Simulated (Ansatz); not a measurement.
# C₅H₁₀O₅Ti: a ladder of functionals and wavefunction methods

An exercise on one series of results from a longer session: the logs are not shown, and one member is left open.

The runs use Ansatz 0.2.0, Gaussian basis; functionals in def2-TZVPP, the program's frozen cores in correlated methods.

Plan: LDA (SPW92), PBE-D4, revPBE-D4, BLYP-D4, r2SCAN-D4, B97M-V, PBE0-D4, B3LYP-D4, r2SCANh-D4, r2SCAN0-D4, HSE06-D4, BHLYP-D4, CAM-B3LYP-D4, LC-ωPBE, ωB97X-V, ωB97M-V, B2PLYP, PBE-QIDH; CCSD(T)/def2-SVP; CCSD(T)/def2-TZVPP; MP2/def2-QZVPP; extrapolation to the limit; RPA on PBE.

## The geometry

An earlier PBE0-D4 in a triple-zeta def2 set relaxation fixed the geometry.

SMILES `CC1=CC(C)=[O+][Ti-]([OH])([OH])([OH])[O]1`, 21 atoms, charge 0, spin multiplicity 1.

Atoms are counted from 1 here; the program's logs count them from 0.

Bond lengths: C1–C2 1.496 Å, C1–H12 1.093 Å, C1–H13 1.092 Å, C1–H14 1.089 Å, C2–C3 1.402 Å, C2–O11 1.259 Å, C3–C4 1.385 Å, C3–H15 1.080 Å, C4–C5 1.493 Å, C4–O6 1.277 Å, C5–H16 1.092 Å, C5–H17 1.089 Å, C5–H18 1.093 Å, O6–Ti7 1.966 Å, Ti7–O8 1.828 Å, Ti7–O9 1.808 Å, Ti7–O10 1.806 Å, Ti7–O11 2.095 Å and more. Angles: C2–C1–H12 109.1°, C2–C1–H13 108.9°, C2–C1–H14 112.5°, H12–C1–H13 107.1°, H12–C1–H14 109.5°, H13–C1–H14 109.6°, C1–C2–C3 120.0°, C1–C2–O11 116.5°, C3–C2–O11 123.5°, C2–C3–C4 121.8°, C2–C3–H15 119.2°, C4–C3–H15 119.1°, C3–C4–C5 121.0°, C3–C4–O6 123.8°, C5–C4–O6 115.2°, C4–C5–H16 109.1°, C4–C5–H17 112.3°, C4–C5–H18 109.0° and more.

Coordinates:

```mol
C5H10O5Ti
  3D, bonds by distance, orders not assigned

 21 21  0  0  0  0  0  0  0  0999 V2000
    0.6204   -2.5750   -1.3545 C   0  0
    0.2423   -1.3000   -0.6684 C   0  0
   -1.0750   -0.8253   -0.7460 C   0  0
   -1.4686    0.3396   -0.1095 C   0  0
   -2.8834    0.8123   -0.1762 C   0  0
   -0.6793    1.0795    0.5683 O   0  0
    1.2508    1.1428    0.9360 Ti  0  0
    2.3466    0.2126    2.0654 O   0  0
    1.0441    2.5047    2.1072 O   0  0
    2.1052    1.8905   -0.4683 O   0  0
    1.1562   -0.7123   -0.0327 O   0  0
    0.9973   -3.2824   -0.6120 H   0  0
    1.4381   -2.3728   -2.0500 H   0  0
   -0.2137   -3.0232   -1.8916 H   0  0
   -1.8070   -1.3923   -1.3022 H   0  0
   -3.2787    0.9014    0.8384 H   0  0
   -3.5154    0.1439   -0.7582 H   0  0
   -2.9047    1.8124   -0.6155 H   0  0
    2.6298   -0.6570    1.7721 H   0  0
    1.4383    2.5185    2.9815 H   0  0
    2.4321    2.7925   -0.4370 H   0  0
  1  2  8  0
  2  3  8  0
  3  4  8  0
  4  5  8  0
  4  6  8  0
  6  7  8  0
  7  8  8  0
  7  9  8  0
  7 10  8  0
  7 11  8  0
  1 12  8  0
  1 13  8  0
  1 14  8  0
  3 15  8  0
  5 16  8  0
  5 17  8  0
  5 18  8  0
  8 19  8  0
  9 20  8  0
 10 21  8  0
  2 11  8  0
M  END
```

Set-up of the first run:

Contents of in.yaml:

```yaml
crystal:
  periodic: [false, false, false]
  atoms:
    - {symbol: C, position_ang: [0.620396, -2.574981, -1.354469]}
    - {symbol: C, position_ang: [0.242348, -1.299983, -0.668408]}
    - {symbol: C, position_ang: [-1.074974, -0.825347, -0.746014]}
    - {symbol: C, position_ang: [-1.468554, 0.339631, -0.109483]}
    - {symbol: C, position_ang: [-2.883450, 0.812326, -0.176184]}
    - {symbol: O, position_ang: [-0.679280, 1.079526, 0.568287]}
    - {symbol: Ti, position_ang: [1.250815, 1.142841, 0.936013]}
    - {symbol: O, position_ang: [2.346554, 0.212632, 2.065350]}
    - {symbol: O, position_ang: [1.044141, 2.504723, 2.107240]}
    - {symbol: O, position_ang: [2.105250, 1.890527, -0.468308]}
    - {symbol: O, position_ang: [1.156211, -0.712347, -0.032661]}
    - {symbol: H, position_ang: [0.997268, -3.282399, -0.612005]}
    - {symbol: H, position_ang: [1.438087, -2.372812, -2.049968]}
    - {symbol: H, position_ang: [-0.213721, -3.023194, -1.891614]}
    - {symbol: H, position_ang: [-1.806971, -1.392292, -1.302181]}
    - {symbol: H, position_ang: [-3.278652, 0.901436, 0.838406]}
    - {symbol: H, position_ang: [-3.515376, 0.143851, -0.758221]}
    - {symbol: H, position_ang: [-2.904689, 1.812432, -0.615531]}
    - {symbol: H, position_ang: [2.629807, -0.657035, 1.772063]}
    - {symbol: H, position_ang: [1.438294, 2.518543, 2.981471]}
    - {symbol: H, position_ang: [2.432096, 2.792524, -0.436985]}
basis:
  gaussian: {orbitals: def2-TZVPP}
hamiltonian: {xc: lda}
output: {orbitals: {seedname: orbitals}}
```

Among the steps run: LDA; PBE-D4 (GGA); revPBE-D4 (GGA); BLYP-D4 (GGA); r2SCAN-D4 (meta-GGA); B97M-V (meta-GGA); PBE0-D4 (hybrid); B3LYP-D4 (hybrid); r2SCANh-D4 (hybrid); r2SCAN0-D4 (hybrid); HSE06-D4 (hybrid); BHLYP-D4 (hybrid); CAM-B3LYP-D4 (range-separated); LC-ωPBE (range-separated); ωB97X-V (range-separated); ωB97M-V (range-separated); B2PLYP (double hybrid); PBE-QIDH (double hybrid).

One table of the session follows, with a row left open; its other results are not shown here.

It belongs to the step «Frontier levels by functional». 

```
  functional  HOMO (eV)  LUMO (eV)  gap (eV)
 LDA (SPW92)      -6.30      -2.85      3.45
      PBE-D4      -6.08      -2.60      3.48
   revPBE-D4      -6.00      -2.51      3.49
     BLYP-D4      -5.95      -2.49      3.46
   r2SCAN-D4      -6.31      -2.47      3.83
      B97M-V      -6.33      -2.42      3.91
     PBE0-D4      -7.20      -1.75      5.45
    B3LYP-D4      -7.01      -1.97      5.04
  r2SCANh-D4          ?          ?         ?
  r2SCAN0-D4      -7.37      -1.67      5.70
    HSE06-D4      -6.81      -2.13      4.68
    BHLYP-D4      -8.22      -0.74      7.48
CAM-B3LYP-D4      -8.47      -0.68      7.79
     LC-ωPBE      -9.70       0.41     10.12
     ωB97X-V      -9.40       0.38      9.78
     ωB97M-V      -9.32       0.32      9.64
```

Q: Estimate the row for r2SCANh-D4 from the others.

Worked estimate for «HOMO (eV)». Against the share of exact exchange, r2SCAN-D4 (0, -6.31), r2SCAN0-D4 (0.25, -7.37) give a slope of -4.24 per unit share; at 0.1 the line stands at -6.73.

As computed: HOMO (eV): -6.73; LUMO (eV): -2.15; gap (eV): 4.58. In «HOMO (eV)» the line misses by 0.00.
